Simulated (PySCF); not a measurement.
# CH5FOSn (SMILES C[O][SnH2][F]): levels of theory compared

Wanted: a comparison of 3 runs (CAM-B3LYP/def2-SVP, PBE0/def2-SVP, PBE/def2-TZVP) of CH5FOSn. 

The results are computed with PySCF 2.14.0.

## (1) The molecule

CH5FOSn: 9 atoms, total charge 0, spin state singlet. As SMILES, `C[O][SnH2][F]`. The coordinates come from a PBE0-D4/def2-TZVP relaxation. This is one conformer, not always the lowest.

Bond lengths: C1–O2 1.409 Å, O2–Sn3 1.945 Å, Sn3–F4 1.923 Å, C1–H5 1.093 Å, C1–H6 1.099 Å, C1–H7 1.096 Å, Sn3–H8 1.701 Å, Sn3–H9 1.692 Å. Some angles: C1–O2–Sn3 120.6°, O2–Sn3–F4 105.1°, O2–C1–H5 108.0°, O2–C1–H6 112.6°, O2–C1–H7 111.9°, O2–Sn3–H8 110.5°, O2–Sn3–H9 106.7°, F4–Sn3–H8 104.5°, F4–Sn3–H9 107.3°, H5–C1–H6 107.7°.

## (2) Energy and forces at CAM-B3LYP/def2-SVP (core potential) (run 1)

input.py reads:

```python
from pyscf import gto, dft

mol = gto.M(
    atom='''
C    0.518500   1.372900   0.070100
O    0.868000   0.081800  -0.373800
Sn  -0.399500  -1.388400  -0.243800
F   -0.697400  -1.629400   1.640500
H    1.313300   2.060500  -0.231100
H   -0.420600   1.731700  -0.373400
H    0.422100   1.418200   1.160900
H   -1.916000  -0.924300  -0.859900
H    0.399900  -2.769100  -0.806400
''',
    charge=0,
    ecp={'Sn': 'def2-svp'},
    verbose=3,
    basis='def2-svp',
    spin=0,
    max_memory=1860,
)

mf = dft.RKS(mol)
mf.xc = 'cam-b3lyp'
mf.grids.level = 5
mf.conv_tol = 1e-10
mf.kernel()
if not mf.converged:
    mf = mf.newton().run(mf.mo_coeff, mf.mo_occ)

e_final = mf.e_tot
print('Final energy', e_final)
grad = mf.nuc_grad_method().kernel()
mf.analyze()
```

Started as:

```sh
$ OMP_NUM_THREADS=1 python input.py
```

The log of the run:

```text
converged SCF energy = -430.220259776145
[... 14 lines left out ...]
MO #5   energy= -3.55422688331685  occ= 2
[... 7 lines left out ...]
MO #13  energy= -1.10447759941582  occ= 2
[... 7 lines left out ...]
MO #21  energy= -0.453251299837611 occ= 2
[... 7 lines left out ...]
MO #29  energy= 0.116073510031434  occ= 0
[... 7 lines left out ...]
MO #37  energy= 0.330038923582518  occ= 0
[... 7 lines left out ...]
MO #45  energy= 0.668264087131053  occ= 0
[... 7 lines left out ...]
MO #53  energy= 1.08968643404478   occ= 0
[... 7 lines left out ...]
MO #61  energy= 1.57666906759323   occ= 0
[... 7 lines left out ...]
MO #69  energy= 1.88049178079949   occ= 0
[... 7 lines left out ...]
MO #77  energy= 2.7225928932339    occ= 0
[... 7 lines left out ...]
MO #85  energy= 3.20862375142912   occ= 0
[... 7 lines left out ...]
MO #93  energy= 51.8158783429909   occ= 0
[... 10 lines left out ...]
Dipole moment(X, Y, Z, Debye): -0.97236,  0.19948, -2.13004
```

It took 1.9 min on 1 thread of Intel Xeon at 2.50GHz (Skylake/Cascade Lake), shared host; peak memory 0.92 GiB.

## (3) Energy and gradient at PBE0/def2-SVP (core potential) (run 2)

input.py reads:

```python
import pyscf.grad
from pyscf import gto, dft

mol = gto.M(
    atom='''
C        0.518500       1.372900       0.070100
O        0.868000       0.081800      -0.373800
Sn      -0.399500      -1.388400      -0.243800
F       -0.697400      -1.629400       1.640500
H        1.313300       2.060500      -0.231100
H       -0.420600       1.731700      -0.373400
H        0.422100       1.418200       1.160900
H       -1.916000      -0.924300      -0.859900
H        0.399900      -2.769100      -0.806400
''',
    verbose=4,
    ecp={'Sn': 'def2-svp'},
    basis='def2-svp',
    spin=0,
    max_memory=1860,
)

mf = dft.RKS(mol)
mf.xc = 'pbe0'
mf.conv_tol = 1e-10
mf.grids.level = 5
mf.kernel()
if not mf.converged:
    mf = mf.newton().run(mf.mo_coeff, mf.mo_occ)

e_final = mf.e_tot
print('E(%s) = %.9f' % ('PBE0', e_final))
grad = mf.Gradients().kernel()
dip = mf.dip_moment()
pop, q = mf.mulliken_pop()
```

Started as:

```sh
$ OMP_NUM_THREADS=1 python input.py
```

The log of the run:

```text
PySCF version 2.14.0

[... 80 lines left out ...]
converged SCF energy = -430.087731459532
[... 13 lines left out ...]
Dipole moment(X, Y, Z, Debye): -0.95181,  0.21022, -2.12596
[... 64 lines left out ...]
pop of  3 F 3dxy          0.00003
pop of  3 F 3dyz          0.00068
pop of  3 F 3dz^2         0.00151
pop of  3 F 3dxz          0.00070
pop of  3 F 3dx2-y2       0.00003
pop of  4 H 1s            0.74883
pop of  4 H 2s            0.18394
pop of  4 H 2px           0.01031
pop of  4 H 2py           0.00664
pop of  4 H 2pz           0.00572
pop of  5 H 1s            0.75344
pop of  5 H 2s            0.19955
pop of  5 H 2px           0.01215
pop of  5 H 2py           0.00440
pop of  5 H 2pz           0.00660
pop of  6 H 1s            0.74996
pop of  6 H 2s            0.18169
pop of  6 H 2px           0.00528
pop of  6 H 2py           0.00276
pop of  6 H 2pz           0.01495
pop of  7 H 1s            0.67644
pop of  7 H 2s            0.41171
pop of  7 H 2px           0.00662
pop of  7 H 2py           0.00117
pop of  7 H 2pz           0.00133
pop of  8 H 1s            0.67745
pop of  8 H 2s            0.38751
pop of  8 H 2px           0.00249
pop of  8 H 2py           0.00583
pop of  8 H 2pz           0.00127
 ** Mulliken atomic charges  **
charge of    0C =      0.13325
charge of    1O =     -0.58490
charge of    2Sn =      0.95721
charge of    3F =     -0.44751
charge of    4H =      0.04456
charge of    5H =      0.02385
charge of    6H =      0.04536
charge of    7H =     -0.09727
charge of    8H =     -0.07454
```

Wall time 80 s (1 thread of Intel Xeon at 2.50GHz (Skylake/Cascade Lake), shared host); peak memory 0.92 GiB.

## (4) Energy and forces at PBE/def2-TZVP (core potential) (run 3)

input.py reads:

```python
from pyscf import gto, dft

mol = gto.M(
    atom='''
C        0.518500       1.372900       0.070100
O        0.868000       0.081800      -0.373800
Sn      -0.399500      -1.388400      -0.243800
F       -0.697400      -1.629400       1.640500
H        1.313300       2.060500      -0.231100
H       -0.420600       1.731700      -0.373400
H        0.422100       1.418200       1.160900
H       -1.916000      -0.924300      -0.859900
H        0.399900      -2.769100      -0.806400
''',
    spin=0,
    max_memory=1860,
    ecp={'Sn': 'def2-svp'},
    verbose=4,
    basis='def2-tzvp',
)

myscf = dft.RKS(mol)
myscf.xc = 'pbe'
myscf.conv_tol = 1e-10
myscf.grids.level = 5
myscf.kernel()
if not myscf.converged:
    myscf = myscf.newton().run(myscf.mo_coeff, myscf.mo_occ)

etot = myscf.e_tot
print(f'total energy: {etot:.8f} hartree')
grad = myscf.nuc_grad_method().kernel()
myscf.analyze()
```

Started as:

```sh
$ OMP_NUM_THREADS=1 python input.py
```

The log of the run:

```text
PySCF version 2.14.0

[... 104 lines left out ...]
Two-electron Energy =                  458.865440070515092
[... 17 lines left out ...]
MO #14  energy= -0.890572005205509 occ= 2
[... 15 lines left out ...]
MO #30  energy= 0.0587369576973488 occ= 0
[... 15 lines left out ...]
MO #46  energy= 0.342775482222208  occ= 0
[... 15 lines left out ...]
MO #62  energy= 0.700148986556633  occ= 0
[... 15 lines left out ...]
MO #78  energy= 1.13321530270288   occ= 0
[... 15 lines left out ...]
MO #94  energy= 1.92921878526289   occ= 0
[... 15 lines left out ...]
MO #110 energy= 2.37564270718774   occ= 0
[... 15 lines left out ...]
MO #126 energy= 3.13282934117925   occ= 0
[... 15 lines left out ...]
MO #142 energy= 5.05700990390067   occ= 0
[... 15 lines left out ...]
MO #158 energy= 6.79774187464875   occ= 0
[... 16 lines left out ...]
WARN: Weak orthogonality for localized orbitals 2.0244482862827488e-09
[... 147 lines left out ...]
pop of  4 H 2s            0.00524
pop of  4 H 3s            0.00285
pop of  4 H 2px           0.00056
pop of  4 H 2py           0.00028
pop of  4 H 2pz           0.00017
pop of  5 H 1s            0.89450
pop of  5 H 2s            0.00508
pop of  5 H 3s            0.00281
pop of  5 H 2px           0.00057
pop of  5 H 2py           0.00044
pop of  5 H 2pz           0.00027
pop of  6 H 1s            0.87991
pop of  6 H 2s            0.00546
pop of  6 H 3s            0.00294
pop of  6 H 2px           0.00011
pop of  6 H 2py           0.00031
pop of  6 H 2pz           0.00078
pop of  7 H 1s            1.44056
pop of  7 H 2s            0.02692
pop of  7 H 3s            0.00810
pop of  7 H 2px           0.03105
pop of  7 H 2py           0.00523
pop of  7 H 2pz           0.00718
pop of  8 H 1s            1.43307
pop of  8 H 2s            0.02315
pop of  8 H 3s            0.00778
pop of  8 H 2px           0.01075
pop of  8 H 2py           0.02008
pop of  8 H 2pz           0.00520
 ** Mulliken atomic charges  **
charge of    0C =     -0.15755
charge of    1O =     -0.96683
charge of    2Sn =      2.66661
charge of    3F =     -0.84976
charge of    4H =      0.11977
charge of    5H =      0.09633
charge of    6H =      0.11049
charge of    7H =     -0.51905
charge of    8H =     -0.50002
Dipole moment(X, Y, Z, Debye): -0.74757,  0.23964, -2.06265
```

Run time: 3.5 min. Hardware: 1 thread of Intel Xeon at 2.50GHz (Skylake/Cascade Lake), shared host; peak memory 2.3 GiB.

## (5) The series

```tsv
run	level	energy (Eh)	dipole moment (D)	HOMO energy (eV)	LUMO energy (eV)	wall time
1	CAM-B3LYP/def2-SVP (core potential)	-430.220260	2.35	-9.28	0.87	1.9 min
2	PBE0/def2-SVP (core potential)	-430.087731	2.34	-7.87	-0.19	80 s
3	PBE/def2-TZVP (core potential)	-430.353824	2.21	-6.46	-1.52	3.5 min
```

## (6) Outcome

| quantity | value |
| --- | --- |
| run 3: total energy | -430.35382 Eh |
| run 3: dipole moment | 2.21 D |
| run 3: HOMO energy | -6.46 eV |
| run 3: LUMO energy | -1.52 eV |
| run 3: HOMO–LUMO gap | 4.94 eV |
| run 3: largest force on an atom | 0.641 eV/Å |

The dipole moment (its size) runs from 2.21 D (PBE/def2-TZVP) to 2.35 D (CAM-B3LYP/def2-SVP). The two ends differ in method and basis. The HOMO–LUMO gap runs from 4.94 eV (PBE/def2-TZVP) to 10.15 eV (CAM-B3LYP/def2-SVP). Totals of different functionals can't be ranked against each other. All runs together took 6.7 min, the longest 3.5 min.
